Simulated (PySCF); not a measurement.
# [Tl(OH)2]−: other functionals and bases at one geometry

Aim: see how levels, charges and forces of [Tl(OH)2]− depend on the level of theory. It is a constructed species; whether it can be made isn't addressed.

Method: several levels, as the steps say, no spin–orbit coupling; program: PySCF 2.14.0.

4 further runs of the same task are left out: 2 for a known fault of the program, 2 that didn't finish.

### 1 The system as given

5 atoms, charge -1, spin multiplicity 1.

Bond lengths: Tl1–O2 2.275 Å, Tl1–O4 2.275 Å, O2–H3 0.980 Å, O4–H5 0.980 Å. Angles: O2–Tl1–O4 91.4°, Tl1–O2–H3 101.0°, Tl1–O4–H5 101.0°.

Geometry (Å):

```tsv
atom	x (Å)	y (Å)	z (Å)
Tl1	1.4321	-0.4176	0.0306
O2	-0.0928	0.1460	1.6215
H3	-0.8789	0.3358	1.0674
O4	-0.0928	-0.0918	-1.6254
H5	-0.8789	0.1767	-1.1049
```

Formal oxidation states: Tl +1. An earlier session relaxed this geometry at BP86, Tl def2-SVP with ECP60, O def2-SVP, H def2-SVP (singlet, point group C2v).

At BP86 on the finer grid: E = -324.249888 Eh, HOMO 0.26 eV, LUMO 3.50 eV, Mulliken charge on Tl1 -0.12 e, largest force component 0.009 eV/Å. The highest filled level lies above zero; it isn't the detachment energy.

Levels to run: PBE0; BLYP; revPBE; M06-L; BP86, TZVP; BP86, x2c-SVP. Hardware: 2 threads of Arm Neoverse V2, shared host.

### 2 PBE0

Contents of run.py (the lines that set the calculation):

```python
mol = gto.M(atom='''
Tl     1.43208    -0.41761     0.03058
O     -0.09281     0.14596     1.62145
H     -0.87890     0.33584     1.06740
O     -0.09281    -0.09183    -1.62541
H     -0.87890     0.17675    -1.10494''',
    basis={'Tl': 'def2-SVP', 'O': 'def2-SVP', 'H': 'def2-SVP'},
    ecp={'Tl': 'def2-SVP'},
    charge=-1, spin=0)
mf = dft.RKS(mol, xc='PBE0')
mf.grids.atom_grid = (75, 302)
mf = mf.density_fit()  # fitting sets: Tl def2-universal-JKFIT, O def2-universal-JKFIT, H def2-universal-JKFIT
mf.conv_tol = 1e-08; mf.max_cycle = 55
mf.kernel(dm0)  # dm0: the density of the relaxed state
```

On the command line:

```console
$ OMP_NUM_THREADS=2 python run.py
```

What it wrote:

```text
init E= -323.918359713964
  HOMO = -0.031021996057234  LUMO = 0.15200787137924  gap/eV = 4.98050
cycle= 1 E= -323.9217850268  delta_E= -0.00343  |g|= 0.0654  |ddm|= 0.242
  HOMO = -0.0205504899753004  LUMO = 0.152725074455965  gap/eV = 4.71507
cycle= 2 E= -323.918900961924  delta_E= 0.00288  |g|= 0.134  |ddm|= 0.164
  HOMO = -0.0270271345779319  LUMO = 0.151687626196566  gap/eV = 4.86308
cycle= 3 E= -323.922786324328  delta_E= -0.00389  |g|= 0.00321  |ddm|= 0.103
  HOMO = -0.0271159427613661  LUMO = 0.151734155859099  gap/eV = 4.86676
cycle= 4 E= -323.922789276002  delta_E= -2.95e-06  |g|= 0.000984  |ddm|= 0.00615
  HOMO = -0.0269997989598671  LUMO = 0.151812093464187  gap/eV = 4.86572
cycle= 5 E= -323.922789586912  delta_E= -3.11e-07  |g|= 0.000301  |ddm|= 0.00238
  HOMO = -0.027014961654686  LUMO = 0.151788902529912  gap/eV = 4.86550
cycle= 6 E= -323.922789612254  delta_E= -2.53e-08  |g|= 6.83e-05  |ddm|= 0.000454
  HOMO = -0.0270109353445953  LUMO = 0.151789822260319  gap/eV = 4.86542
cycle= 7 E= -323.922789612701  delta_E= -4.48e-10  |g|= 7.11e-05  |ddm|= 0.000135
  HOMO = -0.0270096404040849  LUMO = 0.151789604905517  gap/eV = 4.86538
Extra cycle  E= -323.922789608428  delta_E= 4.27e-09  |g|= 0.000159  |ddm|= 0.000177
converged SCF energy = -323.922789608428
```

Wall time 1.4 s (2 threads of Arm Neoverse V2, shared host).

Read off: E = -323.922790 Eh, HOMO -0.73 eV, LUMO 4.13 eV, Mulliken charge on Tl1 +0.02 e, largest force component 0.665 eV/Å. 

### 3 BLYP

Edit run.py (the lines that set the calculation) of step 2 so:

```diff
@@ -9,3 +9,3 @@
     charge=-1, spin=0)
-mf = dft.RKS(mol, xc='PBE0')
+mf = dft.RKS(mol, xc='BLYP')
 mf.grids.atom_grid = (75, 302)
```

On the command line:

```console
$ OMP_NUM_THREADS=2 python run.py
```

What it wrote:

```text
init E= -324.047667768764
  HOMO = 0.0193034657305145  LUMO = 0.135745451961533  gap/eV = 3.16855
cycle= 1 E= -324.047561860828  delta_E= 0.000106  |g|= 0.0577  |ddm|= 0.111
  HOMO = 0.0299166038617363  LUMO = 0.135824322200136  gap/eV = 2.88190
cycle= 2 E= -324.040568785506  delta_E= 0.00699  |g|= 0.184  |ddm|= 0.188
  HOMO = 0.0188005937356419  LUMO = 0.134270457866581  gap/eV = 3.14210
cycle= 3 E= -324.048222042288  delta_E= -0.00765  |g|= 0.00843  |ddm|= 0.159
  HOMO = 0.0193734148185241  LUMO = 0.1345368262797  gap/eV = 3.13376
cycle= 4 E= -324.048244663827  delta_E= -2.26e-05  |g|= 0.00128  |ddm|= 0.0135
  HOMO = 0.0193652483812496  LUMO = 0.13452131086671  gap/eV = 3.13356
cycle= 5 E= -324.04824517711  delta_E= -5.13e-07  |g|= 0.000393  |ddm|= 0.00235
  HOMO = 0.0193741061240974  LUMO = 0.134527256119807  gap/eV = 3.13348
cycle= 6 E= -324.04824518318  delta_E= -6.07e-09  |g|= 0.000373  |ddm|= 0.000608
  HOMO = 0.0193797644330694  LUMO = 0.134531105302727  gap/eV = 3.13343
cycle= 7 E= -324.048245215217  delta_E= -3.2e-08  |g|= 4.69e-05  |ddm|= 0.000337
  HOMO = 0.0193749201652771  LUMO = 0.134528052246292  gap/eV = 3.13348
cycle= 8 E= -324.048245215707  delta_E= -4.9e-10  |g|= 1.08e-05  |ddm|= 6.55e-05
  HOMO = 0.0193735200245046  LUMO = 0.134528132138023  gap/eV = 3.13352
Extra cycle  E= -324.048245215459  delta_E= 2.47e-10  |g|= 3.36e-05  |ddm|= 4.29e-05
converged SCF energy = -324.048245215459
```

It took 1.6 s on 2 threads of Arm Neoverse V2, shared host.

Read off: E = -324.048245 Eh, HOMO 0.53 eV, LUMO 3.66 eV, Mulliken charge on Tl1 -0.13 e, largest force component 0.291 eV/Å. The highest filled level lies above zero; it isn't the detachment energy.

### 4 revPBE

Edit run.py (the lines that set the calculation) of step 3 so:

```diff
@@ -9,3 +9,3 @@
     charge=-1, spin=0)
-mf = dft.RKS(mol, xc='BLYP')
+mf = dft.RKS(mol, xc='PBE_R,PBE')
 mf.grids.atom_grid = (75, 302)
```

On the command line:

```console
$ OMP_NUM_THREADS=2 python run.py
```

What it wrote:

```text
init E= -324.12696325781
  HOMO = 0.0170662244280703  LUMO = 0.136182623679712  gap/eV = 3.24132
cycle= 1 E= -324.127116200086  delta_E= -0.000153  |g|= 0.0105  |ddm|= 0.0553
  HOMO = 0.0184142913905979  LUMO = 0.136158866201338  gap/eV = 3.20399
cycle= 2 E= -324.127081107001  delta_E= 3.51e-05  |g|= 0.0156  |ddm|= 0.0341
  HOMO = 0.0172380999640016  LUMO = 0.135889993303124  gap/eV = 3.22868
cycle= 3 E= -324.127130396439  delta_E= -4.93e-05  |g|= 0.00967  |ddm|= 0.0232
  HOMO = 0.0174903650081332  LUMO = 0.135939661993177  gap/eV = 3.22317
cycle= 4 E= -324.127150269026  delta_E= -1.99e-05  |g|= 0.000609  |ddm|= 0.00839
  HOMO = 0.0175028707508755  LUMO = 0.135966185634938  gap/eV = 3.22355
cycle= 5 E= -324.127150371549  delta_E= -1.03e-07  |g|= 0.000181  |ddm|= 0.00111
  HOMO = 0.0174998338696429  LUMO = 0.13596462339838  gap/eV = 3.22359
cycle= 6 E= -324.127150372446  delta_E= -8.97e-10  |g|= 0.000171  |ddm|= 0.000284
  HOMO = 0.0174988074074949  LUMO = 0.135964031832291  gap/eV = 3.22360
cycle= 7 E= -324.12715037936  delta_E= -6.91e-09  |g|= 8.4e-06  |ddm|= 0.00015
  HOMO = 0.0174991323215393  LUMO = 0.135964920450753  gap/eV = 3.22362
Extra cycle  E= -324.127150379271  delta_E= 8.86e-11  |g|= 2.08e-05  |ddm|= 3.5e-05
converged SCF energy = -324.127150379271
```

Wall time 1.5 s (2 threads of Arm Neoverse V2, shared host).

Read off: E = -324.127150 Eh, HOMO 0.48 eV, LUMO 3.70 eV, Mulliken charge on Tl1 -0.10 e, largest force component 0.252 eV/Å. The highest filled level lies above zero; it isn't the detachment energy.

### 5 M06-L

Edit run.py (the lines that set the calculation) of step 4 so:

```diff
@@ -9,3 +9,3 @@
     charge=-1, spin=0)
-mf = dft.RKS(mol, xc='PBE_R,PBE')
+mf = dft.RKS(mol, xc='M06L')
 mf.grids.atom_grid = (75, 302)
```

On the command line:

```console
$ OMP_NUM_THREADS=2 python run.py
```

What it wrote:

```text
init E= -324.176675123665
  HOMO = 0.0050977745317824  LUMO = 0.143547342757046  gap/eV = 3.76740
cycle= 1 E= -324.180334926691  delta_E= -0.00366  |g|= 0.11  |ddm|= 0.389
  HOMO = 0.0325594148674906  LUMO = 0.144727455061549  gap/eV = 3.05225
cycle= 2 E= -324.159620541208  delta_E= 0.0207  |g|= 0.317  |ddm|= 0.386
  HOMO = 0.0100833256928484  LUMO = 0.142591551683317  gap/eV = 3.60573
cycle= 3 E= -324.183522918743  delta_E= -0.0239  |g|= 0.00915  |ddm|= 0.267
  HOMO = 0.00951620437684477  LUMO = 0.142614283560945  gap/eV = 3.62178
cycle= 4 E= -324.183544572625  delta_E= -2.17e-05  |g|= 0.00229  |ddm|= 0.0162
  HOMO = 0.00958865930528088  LUMO = 0.142823798523722  gap/eV = 3.62551
cycle= 5 E= -324.183545388742  delta_E= -8.16e-07  |g|= 0.00189  |ddm|= 0.0055
  HOMO = 0.00956016345341979  LUMO = 0.142814223946161  gap/eV = 3.62603
cycle= 6 E= -324.183546141529  delta_E= -7.53e-07  |g|= 0.000651  |ddm|= 0.00213
  HOMO = 0.00951113860622589  LUMO = 0.142777211619126  gap/eV = 3.62635
cycle= 7 E= -324.183546253755  delta_E= -1.12e-07  |g|= 8.55e-05  |ddm|= 0.00113
  HOMO = 0.00950091571719993  LUMO = 0.142772125557194  gap/eV = 3.62649
cycle= 8 E= -324.183546256301  delta_E= -2.55e-09  |g|= 1.75e-05  |ddm|= 0.000321
  HOMO = 0.00949963402197718  LUMO = 0.142770205214433  gap/eV = 3.62648
Extra cycle  E= -324.183546256265  delta_E= 3.52e-11  |g|= 2.17e-05  |ddm|= 7.09e-05
converged SCF energy = -324.183546256265
```

Run time: 2.3 s. Hardware: 2 threads of Arm Neoverse V2, shared host.

Result: E = -324.183546 Eh, HOMO 0.26 eV, LUMO 3.88 eV, Mulliken charge on Tl1 +0.05 e, largest force component 0.581 eV/Å. The highest filled level lies above zero; it isn't the detachment energy.

### 6 BP86, TZVP

Basis: Tl def2-TZVP with ECP60, O def2-TZVP, H def2-TZVP. 

Contents of run.py (the lines that set the calculation):

```python
mol = gto.M(atom='''
Tl     1.43208    -0.41761     0.03058
O     -0.09281     0.14596     1.62145
H     -0.87890     0.33584     1.06740
O     -0.09281    -0.09183    -1.62541
H     -0.87890     0.17675    -1.10494''',
    basis={'Tl': 'def2-TZVP', 'O': 'def2-TZVP', 'H': 'def2-TZVP'},
    ecp={'Tl': 'def2-TZVP'},
    charge=-1, spin=0)
mf = dft.RKS(mol, xc='B88,P86')
mf.grids.atom_grid = (75, 302)
mf = mf.density_fit()  # fitting sets: Tl def2-universal-JKFIT, O def2-universal-JKFIT, H def2-universal-JKFIT
mf.conv_tol = 1e-08; mf.max_cycle = 55
mf.kernel(dm0)  # dm0: free metal ions and neutral atoms
```

On the command line:

```console
$ OMP_NUM_THREADS=2 python run.py
```

What it wrote:

```text
init E= -332.630792110245
  HOMO = 0.175525845929151  LUMO = 0.198516393542446  gap/eV = 0.62560
cycle= 1 E= -314.769342469599  delta_E= 17.9  |g|= 4.96  |ddm|= 10.1
  HOMO = -0.474513726263475  LUMO = -0.463167385032557  gap/eV = 0.30875
cycle= 2 E= -273.95041980864  delta_E= 40.8  |g|= 12.3  |ddm|= 14.4
  HOMO = -0.653742752742925  LUMO = -0.416944069339678  gap/eV = 6.44362
cycle= 3 E= -318.88034422977  delta_E= -44.9  |g|=  5.5  |ddm|= 10.2
  HOMO = -0.149588162756881  LUMO = -0.0857460262171656  gap/eV = 1.73723
cycle= 4 E= -321.32394352199  delta_E= -2.44  |g|= 3.11  |ddm|= 5.96
  HOMO = -0.146889885779469  LUMO = 0.0538779632445313  gap/eV = 5.46317
cycle= 5 E= -324.023867302936  delta_E= -2.7  |g|= 1.37  |ddm|= 5.04
  HOMO = -0.00225063511939658  LUMO = 0.116469616233245  gap/eV = 3.23054
cycle= 6 E= -324.409655138772  delta_E= -0.386  |g|= 0.569  |ddm|= 1.48
  HOMO = -0.00837395011217358  LUMO = 0.113877230405173  gap/eV = 3.32662
cycle= 7 E= -324.458517630222  delta_E= -0.0489  |g|= 0.242  |ddm|= 0.693
  HOMO = -0.00371687099057141  LUMO = 0.114741115864508  gap/eV = 3.22341
cycle= 8 E= -324.468525970507  delta_E= -0.01  |g|= 0.0234  |ddm|= 0.22
  HOMO = -0.00699489193677193  LUMO = 0.112922477431823  gap/eV = 3.26312
cycle= 9 E= -324.468628907176  delta_E= -0.000103  |g|= 0.00905  |ddm|= 0.0423
  HOMO = -0.0071500231744792  LUMO = 0.112507693701332  gap/eV = 3.25605
cycle= 10 E= -324.46864571876  delta_E= -1.68e-05  |g|= 0.00189  |ddm|= 0.00974
  HOMO = -0.00704321476600816  LUMO = 0.112590457143007  gap/eV = 3.25540
cycle= 11 E= -324.468645214085  delta_E= 5.05e-07  |g|= 0.00251  |ddm|= 0.00296
  HOMO = -0.00699310698372381  LUMO = 0.112632163091419  gap/eV = 3.25517
cycle= 12 E= -324.468646480801  delta_E= -1.27e-06  |g|= 0.000201  |ddm|= 0.0018
  HOMO = -0.00700522890637523  LUMO = 0.112619296013641  gap/eV = 3.25515
cycle= 13 E= -324.468646489824  delta_E= -9.02e-09  |g|= 4.87e-05  |ddm|= 0.000208
  HOMO = -0.00700044668797868  LUMO = 0.112618470425371  gap/eV = 3.25500
Extra cycle  E= -324.46864648582  delta_E= 4e-09  |g|= 0.000149  |ddm|= 0.000152
converged SCF energy = -324.46864648582
```

Run time: 5.4 s. Hardware: 2 threads of Arm Neoverse V2, shared host.

It gives: E = -324.468646 Eh, HOMO -0.19 eV, LUMO 3.06 eV, Mulliken charge on Tl1 +0.10 e, largest force component 0.223 eV/Å. 

### 7 BP86, x2c-SVP

Basis: Tl x2c-SVPall, O x2c-SVPall, H x2c-SVPall. All electrons are treated, with the spin-free X2C Hamiltonian.

Contents of run.py (the lines that set the calculation):

```python
mol = gto.M(atom='''
Tl     1.43208    -0.41761     0.03058
O     -0.09281     0.14596     1.62145
H     -0.87890     0.33584     1.06740
O     -0.09281    -0.09183    -1.62541
H     -0.87890     0.17675    -1.10494''',
    basis={'Tl': 'x2c-SVPall', 'O': 'x2c-SVPall', 'H': 'x2c-SVPall'},
    nucmod='G',
    charge=-1, spin=0)
mf = dft.RKS(mol, xc='B88,P86')
mf.grids.atom_grid = (99, 590)
mf = mf.density_fit()  # fitting sets: Tl AutoAux, O AutoAux, H AutoAux
mf = mf.sfx2c1e()
mf.conv_tol = 1e-08; mf.max_cycle = 55
mf.kernel(dm0)  # dm0: free metal ions and neutral atoms
```

On the command line:

```console
$ OMP_NUM_THREADS=2 python run.py
```

What it wrote:

```text
init E= -20410.6864527233
cycle= 1 E= -20393.8595713264  delta_E= 16.8  |g|= 4.57  |ddm|= 11.1
  HOMO = -0.151628485388116  LUMO = -0.107992086995403  gap/eV = 1.18741
cycle= 2 E= -20350.0037781117  delta_E= 43.9  |g|= 9.74  |ddm|= 17.4
  HOMO = -0.488154992382064  LUMO = -0.11926502515812  gap/eV = 10.03801
cycle= 3 E= -20398.6121430746  delta_E= -48.6  |g|= 4.19  |ddm|= 12.9
  HOMO = 0.00124949828945153  LUMO = 0.0650608951672322  gap/eV = 1.73640
cycle= 4 E= -20401.8976310211  delta_E= -3.29  |g|= 1.09  |ddm|= 4.94
  HOMO = -0.00555648091826777  LUMO = 0.131119179151951  gap/eV = 3.71913
cycle= 5 E= -20402.3331030495  delta_E= -0.435  |g|= 0.373  |ddm|= 2.17
  HOMO = 0.0185242327016288  LUMO = 0.136386218733165  gap/eV = 3.20719
cycle= 6 E= -20402.3423303871  delta_E= -0.00923  |g|= 0.332  |ddm|= 0.629
  HOMO = 0.00811549241014515  LUMO = 0.130957511740487  gap/eV = 3.34270
cycle= 7 E= -20402.3618710525  delta_E= -0.0195  |g|= 0.029  |ddm|= 0.328
  HOMO = 0.00943211808596509  LUMO = 0.13092228099861  gap/eV = 3.30592
cycle= 8 E= -20402.3619432017  delta_E= -7.21e-05  |g|= 0.0147  |ddm|= 0.0462
  HOMO = 0.00863584122634237  LUMO = 0.130759630108082  gap/eV = 3.32316
cycle= 9 E= -20402.3619943488  delta_E= -5.11e-05  |g|= 0.00748  |ddm|= 0.019
  HOMO = 0.00857082516719019  LUMO = 0.130737095501201  gap/eV = 3.32431
cycle= 10 E= -20402.3620057887  delta_E= -1.14e-05  |g|= 0.00251  |ddm|= 0.00835
  HOMO = 0.00850318082589626  LUMO = 0.130692828630931  gap/eV = 3.32495
cycle= 11 E= -20402.3620072847  delta_E= -1.5e-06  |g|= 0.000171  |ddm|= 0.00244
  HOMO = 0.00850232872465811  LUMO = 0.130698612250046  gap/eV = 3.32513
cycle= 12 E= -20402.3620072919  delta_E= -7.17e-09  |g|= 4.37e-05  |ddm|= 0.000289
  HOMO = 0.00849344910870182  LUMO = 0.130696040596155  gap/eV = 3.32530
Extra cycle  E= -20402.3620072712  delta_E= 2.07e-08  |g|= 0.000141  |ddm|= 0.000183
converged SCF energy = -20402.3620072712
```

It took 13 s on 2 threads of Arm Neoverse V2, shared host.

Read off: E = -20402.362007 Eh, HOMO 0.23 eV, LUMO 3.56 eV, Mulliken charge on Tl1 -0.08 e, largest force component 0.217 eV/Å. The highest filled level lies above zero; it isn't the detachment energy.

### 8 Results

| level | state | HOMO (eV) | gap (eV) | charge on Tl1 (e) | dipole (D) | largest force (eV/Å) | basis functions | time |
| --- | --- | --- | --- | --- | --- | --- | --- | --- |
| BP86 (relaxed here) | singlet | 0.26 | 3.24 | -0.12 | 1.85 | 0.01 | 64 | 3.1 s |
| PBE0 | singlet | -0.73 | 4.87 | 0.02 | 2.36 | 0.67 | 64 | 1.4 s |
| BLYP | singlet | 0.53 | 3.13 | -0.13 | 1.86 | 0.29 | 64 | 1.6 s |
| revPBE | singlet | 0.48 | 3.22 | -0.10 | 1.93 | 0.25 | 64 | 1.5 s |
| M06-L | singlet | 0.26 | 3.63 | 0.05 | 2.15 | 0.58 | 64 | 2.3 s |
| BP86, TZVP | singlet | -0.19 | 3.25 | 0.10 | 3.04 | 0.22 | 124 | 5.4 s |
| BP86, x2c-SVP | singlet | 0.23 | 3.33 | -0.08 | 1.83 | 0.22 | 100 | 13 s |

Times are on 2 threads of Arm Neoverse V2, shared host; the first row also made further properties. The dipole of a charged species depends on the origin, so these sizes hold for this origin alone.

In one basis the HOMO–LUMO gap runs from 3.13 eV (BLYP) to 4.87 eV (PBE0). The largest leftover force, 0.67 eV/Å with PBE0, stands at a geometry relaxed at another level. The Mulliken charge on Tl spans -0.13 to +0.10 e over the levels. Total energies of different levels can't be compared. Spin–orbit coupling is left out throughout.
